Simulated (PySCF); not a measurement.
# FGeH5N2: runs on many settings, part 2 of 2

PySCF 2.14.0. Atoms count from 0. Earlier steps stand in the parts before.

## Step 5: Ultraviolet spectrum: OLYP/6-311G** in dichloromethane

The job: settings as JSON, then the geometry in Å.

```
{"job": {"kind": "uv", "xc": "OLYP", "basis": "6-311G**", "solvent": "dichloromethane", "nstates": 12, "ntriplets": 0, "tda": true, "scf": {"guess": "sap"}}, "charge": 0, "multiplicity": 1}
N     -1.410241     0.412296     0.510097
Ge     0.009198    -0.550348    -0.019476
N      1.400790     0.577678    -0.179332
F     -0.165301    -1.135566    -1.673707
H     -1.522082     1.309025     0.057495
H     -2.306742    -0.050119     0.547018
H      0.096694    -1.834649     0.752095
H      1.705010     1.051271     0.657667
H      2.206236     0.226405    -0.677036
```

With the program's defaults for keys left out, this is: TDA OLYP/6-311G**, vertical, IEF-PCM dichloromethane (non-equilibrium linear response), core orbitals frozen in the response.

Output:

```text
final grid: 73488 points
cycle   1  E = -2284.7230187361  dE =  4.020e+00  |g| = 4.082e+00  |ddm| = 1.190e+01
cycle   2  E = -2265.8461989317  dE =  1.888e+01  |g| = 8.891e+00  |ddm| = 1.327e+01
cycle   3  E = -2287.8377114172  dE = -2.199e+01  |g| = 3.482e+00  |ddm| = 5.963e+00
cycle   4  E = -2286.9035080955  dE =  9.342e-01  |g| = 3.867e+00  |ddm| = 4.055e+00
cycle   5  E = -2289.8653162592  dE = -2.962e+00  |g| = 7.742e-01  |ddm| = 3.475e+00
cycle   6  E = -2289.9010151420  dE = -3.570e-02  |g| = 6.296e-01  |ddm| = 5.427e-01
cycle   7  E = -2289.9593344150  dE = -5.832e-02  |g| = 2.940e-01  |ddm| = 3.541e-01
cycle   8  E = -2289.9744537030  dE = -1.512e-02  |g| = 1.218e-01  |ddm| = 2.299e-01
cycle   9  E = -2289.9763964942  dE = -1.943e-03  |g| = 5.785e-02  |ddm| = 1.029e-01
cycle  10  E = -2289.9770154212  dE = -6.189e-04  |g| = 1.134e-02  |ddm| = 4.254e-02
cycle  11  E = -2289.9770449591  dE = -2.954e-05  |g| = 1.387e-03  |ddm| = 1.246e-02
cycle  12  E = -2289.9770454232  dE = -4.641e-07  |g| = 3.326e-04  |ddm| = 1.751e-03
cycle  13  E = -2289.9770454466  dE = -2.346e-08  |g| = 3.141e-05  |ddm| = 3.224e-04
cycle  14  E = -2289.9770454468  dE = -2.219e-10  |g| = 6.300e-06  |ddm| = 3.033e-05
converged SCF energy = -2289.9770454468

Static polarisability (au): isotropic 48.918, principal 41.622 51.342 53.790

Singlet excitations
state   eV       nm        f      main configurations
  1   6.2761    197.5   0.03089   H->L 0.93
  2   6.5122    190.4   0.00443   H->L+2 0.62, H-1->L 0.35
  3   6.5885    188.2   0.02376   H->L+1 0.56, H-1->L 0.19, H->L+2 0.10
  4   6.7620    183.4   0.08449   H-1->L 0.40, H->L+1 0.30, H->L+2 0.25
  5   7.0170    176.7   0.03718   H-1->L+2 0.76, H-1->L+1 0.18
  6   7.3829    167.9   0.07481   H-1->L+1 0.60, H-1->L+2 0.14, H->L+3 0.10
  7   7.5448    164.3   0.04312   H->L+3 0.86
  8   7.8770    157.4   0.03632   H-1->L+3 0.95
  9   8.3060    149.3   0.00382   H->L+4 0.57, H->L+5 0.41
 10   8.3437    148.6   0.00854   H->L+5 0.45, H->L+4 0.29, H-2->L 0.23
 11   8.3986    147.6   0.04205   H-2->L 0.69, H->L+5 0.11, H->L+4 0.08
 12   8.6541    143.3   0.00414   H-1->L+4 0.45, H-3->L 0.24, H-2->L+1 0.16
```

Run time: 7.8 s. Hardware: 1 thread of Arm Neoverse V1, shared host; peak memory 0.56 GiB.

In short: HOMO -5.81 eV, LUMO 0.28 eV; lowest singlet 6.28 eV.

## Step 6: Indirect couplings: OLYP/6-311G** in acetone

The job, as its differences from that of step 5:

```diff
@@ -1,2 +1,2 @@
-{"job": {"kind": "uv", "xc": "OLYP", "basis": "6-311G**", "solvent": "dichloromethane", "nstates": 12, "ntriplets": 0, "tda": true, "scf": {"guess": "sap"}}, "charge": 0, "multiplicity": 1}
+{"job": {"kind": "j", "xc": "OLYP", "basis": "6-311G**", "solvent": "acetone", "grid": 1, "scf": {"guess": "sap"}}, "charge": 0, "multiplicity": 1}
 N     -1.410241     0.412296     0.510097
```

Level: OLYP/6-311G** indirect spin-spin coupling, non-relativistic, IEF-PCM acetone.

Output:

```text
final grid: 35320 points
cycle   1  E = -2284.8192987641  dE =  3.927e+00  |g| = 4.060e+00  |ddm| = 1.183e+01
cycle   2  E = -2266.5595931789  dE =  1.826e+01  |g| = 8.843e+00  |ddm| = 1.321e+01
cycle   3  E = -2287.8832456617  dE = -2.132e+01  |g| = 3.457e+00  |ddm| = 5.943e+00
cycle   4  E = -2287.3359604797  dE =  5.473e-01  |g| = 3.644e+00  |ddm| = 3.849e+00
cycle   5  E = -2289.8715504022  dE = -2.536e+00  |g| = 7.583e-01  |ddm| = 3.165e+00
cycle   6  E = -2289.9079970874  dE = -3.645e-02  |g| = 6.066e-01  |ddm| = 5.123e-01
cycle   7  E = -2289.9626895128  dE = -5.469e-02  |g| = 2.772e-01  |ddm| = 3.450e-01
cycle   8  E = -2289.9760049044  dE = -1.332e-02  |g| = 1.149e-01  |ddm| = 2.226e-01
cycle   9  E = -2289.9778077076  dE = -1.803e-03  |g| = 4.961e-02  |ddm| = 9.549e-02
cycle  10  E = -2289.9782673117  dE = -4.596e-04  |g| = 1.014e-02  |ddm| = 3.665e-02
cycle  11  E = -2289.9782903194  dE = -2.301e-05  |g| = 1.216e-03  |ddm| = 1.098e-02
cycle  12  E = -2289.9782906698  dE = -3.504e-07  |g| = 3.066e-04  |ddm| = 1.510e-03
cycle  13  E = -2289.9782906896  dE = -1.982e-08  |g| = 2.748e-05  |ddm| = 2.877e-04
cycle  14  E = -2289.9782906898  dE = -1.783e-10  |g| = 5.557e-06  |ddm| = 2.619e-05
converged SCF energy = -2289.9782906898

Indirect spin-spin couplings (Hz)
  i      j    bonds     total        FC       PSO       DSO        SD
  0 N    2 N    2      3.437     3.591    -0.136    -0.017    -0.001
  0 N    3 F    2     -1.736     1.304    -0.427     0.239    -2.852
  0 N    4 H    1    -65.508   -62.130    -2.492    -0.497    -0.389
  0 N    5 H    1    -67.532   -64.138    -2.503    -0.485    -0.406
  0 N    6 H    2    -15.261   -15.691     0.088     0.318     0.024
  0 N    7 H    3      0.205     0.144    -0.004     0.069    -0.004
  0 N    8 H    3     -3.907    -4.124    -0.142     0.357     0.001
  2 N    3 F    2     -6.352    -9.402     3.309     0.124    -0.383
  2 N    4 H    3      0.022    -0.040     0.057    -0.003     0.009
  2 N    5 H    3     -3.749    -3.971    -0.124     0.356    -0.009
  2 N    6 H    2     -1.374    -1.844    -0.034     0.478     0.026
  2 N    7 H    1    -66.123   -62.700    -2.513    -0.490    -0.421
  2 N    8 H    1    -66.339   -62.939    -2.487    -0.496    -0.417
  3 F    4 H    3     -4.932    -4.776     1.106    -1.276     0.014
  3 F    5 H    3     -4.545    -5.129     1.483    -1.129     0.230
  3 F    6 H    2     66.739    71.405    -1.510    -2.059    -1.097
  3 F    7 H    3     11.771    14.389     0.487    -3.404     0.299
  3 F    8 H    3     -2.628    -1.867    -0.607     0.012    -0.167
  4 H    5 H    2     -8.082    -9.786     4.871    -3.641     0.475
  4 H    6 H    3      5.379     8.130     2.206    -4.946    -0.011
  4 H    8 H    4     -0.970    -0.212     1.361    -2.100    -0.020
  5 H    6 H    3     -1.726    -1.089     0.373    -1.026     0.015
  5 H    7 H    4     -1.327    -0.396     1.533    -2.456    -0.009
  5 H    8 H    4      0.897     2.337     1.859    -3.299    -0.000
  6 H    7 H    3     -3.442    -1.884     0.976    -2.540     0.006
  6 H    8 H    3     -3.578    -2.074     0.917    -2.429     0.007
  7 H    8 H    2     -8.276    -9.956     4.949    -3.729     0.459
```

Run time: 12 s. Hardware: 1 thread of Arm Neoverse V1, shared host; peak memory 0.46 GiB.

The basis is not made for couplings: without tight functions at the nuclei these values are rough.

Couplings of 1 Hz or more over one to four bonds, nine at most for each number, with means over like pairs (isotopes 19F, 1H, 15N):

| pair | bonds | J (Hz) | Fermi contact (Hz) |
| --- | --- | --- | --- |
| N0–H4 | 1 | -66.4 | -63.0 |
| F3–H6 | 2 | 66.7 | 71.4 |
| N0–H6 | 2 | -8.3 | -8.8 |
| H4–H5 | 2 | -8.2 | -9.9 |
| N0–F3 | 2 | -4.0 | -4.0 |
| N0–N2 | 2 | 3.4 | 3.6 |
| N0–H7 | 3 | -1.9 | -2.0 |

Means hide unlike values in this fixed geometry: N0–H6 from -15.3 to -1.4 Hz; N0–F3 from -6.4 to -1.7 Hz; N0–H7 from -3.9 to 0.2 Hz. They hold only if the pairs exchange fast.

The response was solved for the nuclei of F, H, N alone, so couplings that need other nuclei can be missing.

Quadrupole couplings from the field gradients of the same density:

| atom | isotope | eQq/h (MHz) | η |
| --- | --- | --- | --- |
| Ge1 | 73Ge | -75.3 | 0.43 |
| N2 | 14N | -4.397 | 0.08 |
| N0 | 14N | -4.185 | 0.11 |

Shifts (PBE0/pcSseg-1, unscaled) and these couplings together give the proton spectrum at 600 MHz below.

1H NMR δ 5.73 (d, J = 66.7 Hz, 1H), 0.78 (br s, 4H).

## Step 7: Side by side: NMR shifts

Isotropic shieldings (ppm), means over like atoms, with basis size and wall time:

| run | H6 | H4 | N0 | Ge1 | F3 | functions | time |
| --- | --- | --- | --- | --- | --- | --- | --- |
| PBE0/pcSseg-1 | 25.99 | 30.94 | 244.8 | 1282 | 337.1 | 117 | 12 s |
| KT2/6-31G* in tetrahydrofuran | 25.85 | 31.52 | 239.1 | 1440 | 313.3 | 84 | 6.2 s |

## Step 8: Run by run: electronic excitations

Excitations and ground-state properties, with basis size and wall time:

| run | lowest singlet (eV) | brightest (eV) | f | gap (eV) | α (Å³) | μ (D) | functions | time |
| --- | --- | --- | --- | --- | --- | --- | --- | --- |
| PBE0/def2-SVPD | 6.76 | 7.10 | 0.071 | 8.12 | 6.81 | 2.30 | 141 | 15 s |
| OLYP/6-311G** in dichloromethane | 6.28 | 6.76 | 0.084 | 6.09 | 7.25 | 2.58 | 128 | 7.8 s |

## Step 9: Summary of results

The summary covers parts 1 to 2.

| quantity | value |
| --- | --- |
| 1H shifts against TMS (PBE0/pcSseg-1, means over atoms taken as alike) | 5.73, 0.78 ppm |
| 15N shifts against NH3 (PBE0/pcSseg-1, means over atoms taken as alike) | 23.0 ppm |
| 73Ge shifts against GeMe4 (PBE0/pcSseg-1) | 49 ppm |
| 19F shifts against CFCl3 (PBE0/pcSseg-1) | -166.2 ppm |
| potential on the surface of density 0.002 e/bohr³, 1st and 99th percentile | -1.65 V and 1.68 V |
| lowest singlet (PBE0/def2-SVPD) | 6.76 eV (183 nm), f = 0.038 |
| brightest single state of those computed | state 2, 7.10 eV, f = 0.071 |
| lowest triplet | 6.28 eV |
| largest coupling of the table (OLYP/6-311G**) | 2J(F,H) F3–H6, 66.7 Hz |
| range of the shielding of Ge1 | 1282 to 1440 ppm |
| range of the lowest singlet | 6.28 to 6.76 eV |

What this shows: Single values in the summary come from the first sound run of each kind (PBE0/pcSseg-1; PBE0/def2-SVPD; OLYP/6-311G**), which need not be the best level. At PBE0/pcSseg-1: The widest tensor belongs to Ge1: span 125 ppm, with a paramagnetic part of -1473 ppm. The first singlet state (HOMO→LUMO 0.93) lies at 6.76 eV and is weak; of the 6 states computed, the strongest absorption comes from state 2 at 7.10 eV. The lowest triplet lies 0.48 eV below the lowest singlet (triplets in Tamm-Dancoff, singlets in full TDDFT). In the run at OLYP/6-311G**, the largest coupling of the table is F3–H6, 66.7 Hz, of which the Fermi-contact term gives 71.4 Hz. Across the 2 runs the shielding of Ge1 moves most, between 1282 (PBE0/pcSseg-1) and 1440 ppm (KT2/6-31G* in tetrahydrofuran). The lowest singlet runs from 6.28 eV (OLYP/6-311G** in dichloromethane) to 6.76 eV (PBE0/def2-SVPD), while the orbital gap spans 6.09 to 8.12 eV. Some runs use the Tamm-Dancoff approximation and others full TDDFT, which shifts states apart from functional and basis. The lowest state need not be the same one in every run. The runs solved for a few states only, so the brightest column depends on that window. Spin-orbit coupling is left out, which matters for shieldings and couplings at and beside the heavy atoms. Couplings from bases without tight functions are rough.
